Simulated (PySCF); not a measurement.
# C5H5ClO: excited-state relaxation

Aim: compute the excited-state relaxation of C5H5ClO (`C=C/C(Cl)=C/C=O`).

Programs: PySCF 2.14.0, with routines of our own; each step states its level. All values are computed. Atoms count from 0.

### Step 1. The starting structure

12 atoms, charge 0, multiplicity 1; geometry from: GFN2-xTB.

### Step 2. Geometry optimisation at B3LYP/cc-pVDZ

What the job is given:

```
{"job": {"xc": "B3LYP", "basis": "cc-pVDZ", "grid": 1, "kind": "geom"}, "charge": 0, "multiplicity": 1}
C      2.208149     0.076396     1.089163
C      1.315917     0.288896     0.126340
C     -0.078015    -0.100972     0.171832
Cl    -0.612644    -0.903743     1.597993
C     -0.931434     0.143967    -0.843158
C     -2.340072    -0.213192    -0.876061
O     -3.076481     0.022576    -1.803177
H      3.229845     0.395094     0.984200
H      1.947786    -0.420131     2.008374
H      1.605749     0.790373    -0.786752
H     -0.557405     0.650440    -1.722372
H     -2.710196    -0.730391     0.027591
```

On the command line:

```sh
$ OMP_NUM_THREADS=1 python excited_run.py task.json out
```

One launch serves the whole session: the jobs run in the order shown.

Standard output:

```text
step   0  E = -728.94696321  max force = 0.016507
step   1  E = -728.94922838  max force = 0.005500
step   2  E = -728.94930103  max force = 0.002972
step   3  E = -728.94929658  max force = 0.002176
step   4  E = -728.94935204  max force = 0.000464
step   5  E = -728.94933591  max force = 0.000988
step   6  E = -728.94935591  max force = 0.000340
optimisation converged
```

It took 34 s on 1 thread of AMD EPYC 9R14, shared host; peak memory 0.56 GiB.

The steps of the relaxation:

```tsv
step	energy from step 0 (eV)	largest force component (eV/Å)
0	0.0000	0.8488
1	-0.0616	0.2828
2	-0.0636	0.1528
3	-0.0635	0.1119
4	-0.0650	0.0239
5	-0.0646	0.0508
6	-0.0651	0.0175
```

Distances of close pairs at the start and the end, largest changes first:

```tsv
bond	before (Å)	after (Å)	change (Å)
C2–Cl3	1.722	1.764	+0.043
C4–C5	1.454	1.470	+0.016
C0–H7	1.075	1.092	+0.016
C0–H8	1.077	1.091	+0.015
C1–H9	1.081	1.095	+0.013
C4–H10	1.081	1.094	+0.013
C0–C1	1.330	1.342	+0.012
C1–C2	1.448	1.459	+0.011
```

The end geometry stands in the next job.

```tsv
at the end point	value
point group (found at 0.08 Å tolerance)	Cs
rotational constants (GHz, main isotopes)	4.183, 1.247, 0.961
dipole moment (D)	3.53
```

### Step 3. Excited-state relaxation: TDDFT B3LYP/cc-pVDZ

What the job is given:

```
{"job": {"kind": "xopt", "state": "S1", "method": "TDDFT", "freq": false, "xc": "B3LYP", "basis": "cc-pVDZ", "grid": 1}, "charge": 0, "multiplicity": 1}
C      2.763514    -2.374819     3.026878
C      1.843802    -2.178987     2.070087
C      0.440924    -2.579222     2.108787
Cl    -0.107660    -3.398424     3.571902
C     -0.413442    -2.345713     1.084346
C     -1.835731    -2.708526     1.009038
O     -2.518295    -2.464900     0.030895
H      3.789150    -2.030648     2.881905
H      2.522005    -2.876996     3.965237
H      2.127131    -1.671742     1.142292
H     -0.020032    -1.834409     0.200581
H     -2.259066    -3.224615     1.901276
```

With the program's defaults for keys left out, this is: TDDFT B3LYP/cc-pVDZ excited-state geometry optimisation, gas phase.

Standard output:

```text
final grid: 49760 points
cycle   1  E = -728.7849195324  dE =  9.974e-01  |g| = 8.632e-01  |ddm| = 6.873e+00
cycle   2  E = -726.3316999150  dE =  2.453e+00  |g| = 2.708e+00  |ddm| = 4.197e+00
cycle   3  E = -728.8626559861  dE = -2.531e+00  |g| = 5.047e-01  |ddm| = 3.751e+00
cycle   4  E = -728.9422531921  dE = -7.960e-02  |g| = 1.612e-01  |ddm| = 1.077e+00
cycle   5  E = -728.9435421735  dE = -1.289e-03  |g| = 1.435e-01  |ddm| = 4.411e-01
cycle   6  E = -728.9490255306  dE = -5.483e-03  |g| = 3.356e-02  |ddm| = 2.560e-01
cycle   7  E = -728.9493405449  dE = -3.150e-04  |g| = 7.234e-03  |ddm| = 6.125e-02
cycle   8  E = -728.9493544859  dE = -1.394e-05  |g| = 2.283e-03  |ddm| = 1.887e-02
cycle   9  E = -728.9493553509  dE = -8.650e-07  |g| = 1.444e-03  |ddm| = 6.173e-03
cycle  10  E = -728.9493558546  dE = -5.037e-07  |g| = 4.665e-04  |ddm| = 2.624e-03
cycle  11  E = -728.9493559107  dE = -5.607e-08  |g| = 1.024e-04  |ddm| = 7.935e-04
cycle  12  E = -728.9493559131  dE = -2.417e-09  |g| = 3.712e-05  |ddm| = 1.936e-04
cycle  13  E = -728.9493559134  dE = -3.449e-10  |g| = 6.652e-06  |ddm| = 7.766e-05
converged SCF energy = -728.9493559134

vertical S1 at the ground-state geometry: 3.0952 eV
step    E(state)/Eh    max force   excitation/eV  root
  0    -728.83132927   0.113352     3.1663      1
  1    -728.84837533   0.013014     2.3863      1
  2    -728.84927701   0.015638     2.0935      1
  3    -728.85049397   0.005615     2.1634      1
  4    -728.85026834   0.008495     2.2382      1
  5    -728.85108383   0.000998     2.1664      1
  6    -728.85107280   0.001174     2.1644      1
  7    -728.85111014   0.000227     2.1720      1
  8    -728.85111734   0.000125     2.1739      1
optimisation converged
vertical emission 2.1739 eV, adiabatic 2.6732 eV, Stokes shift 0.9213 eV, reorganisation 0.4220 (excited) and 0.4993 eV (ground)
in 1,4-dioxane: absorption 3.1921 eV (f = 0.0000, root 1), emission 2.3215 eV (f = 0.0000, root 1)
in methanol: absorption 3.3042 eV (f = 0.0000, root 1), emission 2.5007 eV (f = 0.0001, root 1)
```

It took 1.7 min on 1 thread of AMD EPYC 9R14, shared host; peak memory 0.82 GiB.

In short:

```tsv
quantity	value
vertical absorption, S1	3.10 eV
adiabatic energy, S1	2.67 eV
vertical emission, S1	2.17 eV
Stokes shift, S1	0.92 eV
geometry moved (RMSD), S1	0.092 Å
```

Bonds of the start that changed most:

```tsv
bond	start (Å)	end (Å)
C4–C5	1.470	1.377
C2–C4	1.354	1.417
C5–O6	1.217	1.269
C1–C2	1.459	1.418
C0–C1	1.341	1.364
C5–H11	1.114	1.123
```

### Step 4. Excited-state relaxation: UKS B3LYP/cc-pVDZ

The job, as its differences from that of step 3:

```diff
@@ -1,2 +1,2 @@
-{"job": {"kind": "xopt", "state": "S1", "method": "TDDFT", "freq": false, "xc": "B3LYP", "basis": "cc-pVDZ", "grid": 1}, "charge": 0, "multiplicity": 1}
+{"job": {"kind": "xopt", "state": "T1", "method": "UKS", "freq": false, "xc": "B3LYP", "basis": "cc-pVDZ", "grid": 1}, "charge": 0, "multiplicity": 1}
 C      2.763514    -2.374819     3.026878
```

Level: UKS B3LYP/cc-pVDZ excited-state geometry optimisation, gas phase.

Standard output:

```text
final grid: 49760 points
cycle   1  E = -728.7849195324  dE =  9.974e-01  |g| = 8.632e-01  |ddm| = 6.873e+00
cycle   2  E = -726.3316999150  dE =  2.453e+00  |g| = 2.708e+00  |ddm| = 4.197e+00
cycle   3  E = -728.8626559861  dE = -2.531e+00  |g| = 5.047e-01  |ddm| = 3.751e+00
cycle   4  E = -728.9422531921  dE = -7.960e-02  |g| = 1.612e-01  |ddm| = 1.077e+00
cycle   5  E = -728.9435421735  dE = -1.289e-03  |g| = 1.435e-01  |ddm| = 4.411e-01
cycle   6  E = -728.9490255306  dE = -5.483e-03  |g| = 3.356e-02  |ddm| = 2.560e-01
cycle   7  E = -728.9493405449  dE = -3.150e-04  |g| = 7.234e-03  |ddm| = 6.125e-02
cycle   8  E = -728.9493544859  dE = -1.394e-05  |g| = 2.283e-03  |ddm| = 1.887e-02
cycle   9  E = -728.9493553509  dE = -8.650e-07  |g| = 1.444e-03  |ddm| = 6.173e-03
cycle  10  E = -728.9493558546  dE = -5.037e-07  |g| = 4.665e-04  |ddm| = 2.624e-03
cycle  11  E = -728.9493559107  dE = -5.607e-08  |g| = 1.024e-04  |ddm| = 7.935e-04
cycle  12  E = -728.9493559131  dE = -2.417e-09  |g| = 3.712e-05  |ddm| = 1.936e-04
cycle  13  E = -728.9493559134  dE = -3.449e-10  |g| = 6.652e-06  |ddm| = 7.766e-05
converged SCF energy = -728.9493559134

vertical T1 at the ground-state geometry: 2.6838 eV
step    E(state)/Eh    max force   <S^2>
  0    -728.84801755   0.119080    2.0226
  1    -728.85710851   0.036340    2.0313
  2    -728.86036137   0.028454    2.0321
  3    -728.86695493   0.020773    2.0309
  4    -728.86823284   0.023829    2.0281
  5    -728.86886430   0.018185    2.0272
  6    -728.87102599   0.005513    2.0277
  7    -728.87133969   0.006076    2.0280
  8    -728.87151009   0.002436    2.0279
  9    -728.87154384   0.001115    2.0278
 10    -728.87156452   0.001081    2.0278
 11    -728.87157948   0.000411    2.0278
optimisation converged
vertical emission 1.5586 eV, adiabatic 2.1164 eV, Stokes shift 1.1252 eV, reorganisation 0.5674 (excited) and 0.5578 eV (ground)
```

Wall time 1.7 min (1 thread of AMD EPYC 9R14, shared host); peak memory 0.65 GiB.

Key values:

```tsv
quantity	value
vertical gap at the ground-state geometry, T1	2.68 eV
adiabatic energy, T1	2.12 eV
vertical gap at the relaxed geometry, T1	1.56 eV
difference of the two gaps, T1	1.13 eV
geometry moved (RMSD), T1	0.064 Å
```

Bonds of the start that changed most:

```tsv
bond	start (Å)	end (Å)
C2–C4	1.354	1.474
C1–C2	1.459	1.376
C0–C1	1.341	1.411
C4–C5	1.470	1.419
C5–O6	1.217	1.249
C2–Cl3	1.764	1.753
```

### Step 5. Outcome

```
                                                                 quantity                 value
                                                              point group                    Cs
                                     rotational constants (main isotopes)  4.18, 1.25, 0.96 GHz
                    vertical absorption, S1 (step 3, TDDFT B3LYP/cc-pVDZ)               3.10 eV
                       adiabatic energy, S1 (step 3, TDDFT B3LYP/cc-pVDZ)               2.67 eV
                      vertical emission, S1 (step 3, TDDFT B3LYP/cc-pVDZ)               2.17 eV
                           Stokes shift, S1 (step 3, TDDFT B3LYP/cc-pVDZ)               0.92 eV
vertical gap at the ground-state geometry, T1 (step 4, UKS B3LYP/cc-pVDZ)               2.68 eV
                         adiabatic energy, T1 (step 4, UKS B3LYP/cc-pVDZ)               2.12 eV
     vertical gap at the relaxed geometry, T1 (step 4, UKS B3LYP/cc-pVDZ)               1.56 eV
               difference of the two gaps, T1 (step 4, UKS B3LYP/cc-pVDZ)               1.13 eV
```

The optimisation took 6 steps and gained 0.065 eV; among the close pairs (by a distance rule), C2–Cl3 changed most, from 1.722 to 1.764 Å. Where no frequencies were run, the relaxed excited state may be a saddle. In step 3 (excited-state relaxation), among the bonds C4–C5 changes most, from 1.470 to 1.377 Å. In step 4 (excited-state relaxation), among the bonds C2–C4 changes most, from 1.354 to 1.474 Å. ΔSCF (UKS) and response values aren't on one footing and may follow different states, so their differences aren't method errors alone, and singlets and triplets from the two don't rank.
